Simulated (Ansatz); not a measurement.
# Zn3Ag: the cost of one run

Program: Ansatz 0.2.0. Level of theory: DFT LDA, scalar-relativistic, plane waves, PAW. These are calculated values, not measurements.

## Step 1: Starting point

It takes space group P-6m2 (No. 187, hexagonal). The conventional cell has a = 2.847 Å, b = 2.847 Å, c = 8.558 Å, α = 90.00°, β = 90.00°, γ = 120.00°. Around Zn (site symmetry -6m2) lie 12 Zn at 2.65 to 2.85 Å. Zn (site symmetry 3m) has 9 Zn at 2.65 to 2.85 Å and 3 Ag at 2.74 Å as nearest neighbours. Ag (site symmetry -6m2) is surrounded by 6 Zn at 2.74 Å and 6 Ag at 2.85 Å.

As a file:

```xyz
4
Lattice="2.8470 0.0000 0.0000 -1.4235 2.4656 0.0000 0.0000 0.0000 8.5584" Properties=species:S:1:pos:R:3 pbc="T T T"
Zn    1.4235    0.8219    4.2792
Zn    0.0000    1.6437    2.1978
Zn    0.0000    1.6437    6.3606
Ag    1.4235    0.8219    0.0000
```

The structure comes from the Materials Project (structure only).

## Step 2: The base run

Contents of input.yaml:

```yaml
crystal:
  lattice:
    - [2.847009078, 0.0, 0.0]
    - [-1.423504539, 2.4655821864, 0.0]
    - [0.0, 0.0, 8.55841243]
  atoms:
    - { symbol: Zn, position: [0.66666667, 0.33333333, 0.5] }
    - { symbol: Zn, position: [0.33333333, 0.66666667, 0.25679624] }
    - { symbol: Zn, position: [0.33333333, 0.66666667, 0.74320376] }
    - { symbol: Ag, position: [0.66666667, 0.33333333, 0.0] }
basis:
  ecutwfc: 420
  fft_grid_basis: typed
kpoints:
  mp_grid: { grid: [15, 15, 4] }
hamiltonian:
  xc: lda
scf:
  occupations: { method: gaussian, width: 0.05 }
output:
  forces: true
  stress: true
  eigenvalues: true
  bader: true
  write_density: true
  volumetric_format: npy
  elf: true
```

Started as:

```sh
ansatz run input.yaml --threads 1 --pin off --max-ram 2560MiB --backend cpu --events-out ev --progress --plain --runs-dir out
```

**Question.** How long does this run take on 1 thread of Arm Neoverse N1, shared host, and how much memory does it need?

About 66 s, with a peak of 0.39 GiB.
